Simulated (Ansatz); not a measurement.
**C2H5BClF (SMILES BC(F)CCl) at revPBE/def2-SVP**

What is the vertical ionisation energy of C2H5BClF at revPBE/def2-SVP? 

Program for the calculation: Ansatz 0.2.0.

123 further runs of the same task are left out: 123 set aside as unsound or not needed.

## (1) The system as given

C2H5BClF has 10 atoms, charge 0, and is taken as a singlet. SMILES: `BC(F)CCl`. The coordinates come from a PBE0-D4/def2-TZVP relaxation. This is one conformer, not always the lowest.

Bond lengths: B1–C2 1.558 Å, C2–F3 1.386 Å, C2–C4 1.509 Å, C4–Cl5 1.782 Å, B1–H6 1.192 Å, B1–H7 1.195 Å, C2–H8 1.109 Å, C4–H9 1.090 Å, C4–H10 1.089 Å. Some angles: B1–C2–F3 113.9°, B1–C2–C4 115.3°, F3–C2–C4 109.7°, C2–C4–Cl5 112.6°, B1–C2–H8 102.6°, F3–C2–H8 107.0°, C4–C2–H8 107.5°, C2–B1–H6 120.8°, C2–B1–H7 118.2°, C2–C4–H9 110.7°.

## (2) The energy at revPBE/def2-SVP

File job.yaml:

```yaml
crystal:
  periodic: [false, false, false]
  atoms:
    - {symbol: B, position_ang: [-1.309200, -0.711700, -0.281200]}
    - {symbol: C, position_ang: [0.178900, -0.496800, 0.126500]}
    - {symbol: F, position_ang: [0.520300, -1.080300, 1.336000]}
    - {symbol: C, position_ang: [0.655300, 0.934900, 0.100000]}
    - {symbol: Cl, position_ang: [2.428700, 1.067800, 0.206300]}
    - {symbol: H, position_ang: [-2.010300, -1.450800, 0.336900]}
    - {symbol: H, position_ang: [-1.707400, -0.172300, -1.270600]}
    - {symbol: H, position_ang: [0.728500, -1.046200, -0.665100]}
    - {symbol: H, position_ang: [0.248500, 1.491800, 0.943700]}
    - {symbol: H, position_ang: [0.349800, 1.412800, -0.829700]}
basis:
  gaussian: {orbitals: def2-SVP}
hamiltonian: {xc: {name: revPBE}}
accuracy: high
output: {orbitals: {seedname: orbitals}}
```

Run with:

```
$ ansatz run job.yaml --threads 1 --pin off --max-ram 3480MiB --events-out events.jsonl --progress --plain --runs-dir runs
```

The log of the run:

```text
Warning: RAYON_NUM_THREADS=1 ignored (pool sized by the plan → 1); use --threads N
Functional definition: revPBE
  name "revPBE"
  parameter kappa = 1.245
  parameter beta = 0.06672455060314922
  exchange = pbe_x(kappa = kappa, mu = beta*pi^2/3)
  correlation = pbe_c(beta = beta)
2335 factors; integrals over basis functions are off by at most 4.1e-9 eV
mean field evaluation 1: about -18053.0278 eV, gradient 4.3e1 eV
mean field evaluation 2: about -18047.5349 eV, gradient 6.3e1 eV
mean field evaluation 4: about -18057.9859 eV, gradient 3.4e0 eV
mean field evaluation 8: about -18058.0044 eV, gradient 7.9e-2 eV
mean field evaluation 16: about -18058.0044 eV, gradient 1.0e-5 eV
mean field -18058.00439117 eV, -663.6194212205 hartree, gradient 9.7e-8 eV, S^2 0.000000; 0 other end points of the search recorded, 0 dependent functions left out
reference -18058.00439506 eV, -663.6194213636 hartree; 24, 24 occupied and 75, 75 virtual orbitals, 2335 factors
Total energy: -18058.00439506 eV, -663.6194213636 hartree
```

It took 6.3 s on 1 thread of Arm Neoverse V2, shared host; peak memory 0.28 GiB.

## (3) The doublet cation, same level

job.yaml, as its differences from that of step 2:

```diff
@@ -15,2 +15,4 @@
   gaussian: {orbitals: def2-SVP}
+total_charge: 1
+magnetization: {spin_polarized: true, initial_magnetization: 1}
 hamiltonian: {xc: {name: revPBE}}
```

Run with:

```
$ ansatz run job.yaml --threads 1 --pin off --max-ram 3480MiB --events-out events.jsonl --progress --plain --runs-dir runs
```

The log of the run:

```text
Warning: RAYON_NUM_THREADS=1 ignored (pool sized by the plan → 1); use --threads N
Functional definition: revPBE
  name "revPBE"
  parameter kappa = 1.245
  parameter beta = 0.06672455060314922
  exchange = pbe_x(kappa = kappa, mu = beta*pi^2/3)
  correlation = pbe_c(beta = beta)
2331 factors; integrals over basis functions are off by at most 4.1e-9 eV
mean field evaluation 1: about -18032.9960 eV, gradient 5.3e1 eV
mean field evaluation 2: about -17987.9705 eV, gradient 1.1e2 eV
mean field evaluation 4: about -18044.6424 eV, gradient 2.0e1 eV
mean field evaluation 8: about -18047.7336 eV, gradient 4.1e0 eV
mean field evaluation 16: about -18047.8680 eV, gradient 2.7e-2 eV
mean field evaluation 32: about -18047.8680 eV, gradient 2.2e-7 eV
mean field evaluation 64: about -18047.3731 eV, gradient 1.7e0 eV
mean field -18047.86801579 eV, -663.2469162959 hartree, gradient 3.2e-8 eV, S^2 0.751157; 8 other end points of the search recorded, 0 dependent functions left out
reference -18047.86801975 eV, -663.2469164415 hartree; 24, 23 occupied and 75, 76 virtual orbitals, 2331 factors
Total energy: -18047.86801975 eV, -663.2469164415 hartree
```

Run time: 21 s. Hardware: 1 thread of Arm Neoverse V2, shared host; peak memory 0.37 GiB.

## (4) Outcome

Level: revPBE/def2-SVP.

| quantity | value |
| --- | --- |
| singlet C2H5BClF: total energy | -663.61942 Eh |
| singlet C2H5BClF: HOMO energy | -6.80 eV |
| singlet C2H5BClF: LUMO energy | -2.91 eV |
| singlet C2H5BClF: HOMO–LUMO gap | 3.89 eV |
| doublet cation: total energy | -663.24692 Eh |
| doublet cation: HOMO energy (highest over α and β) | -13.47 eV |
| doublet cation: LUMO energy (lowest over α and β) | -13.37 eV |
| doublet cation: ⟨S²⟩ | 0.751 |
| vertical ionisation energy (to the doublet cation) | 10.136 eV |

What this shows: Removing an electron at fixed nuclei costs 10.14 eV (234 kcal/mol). −ε(HOMO) before ionisation, 6.80 eV, is 3.33 eV below this ionisation energy.
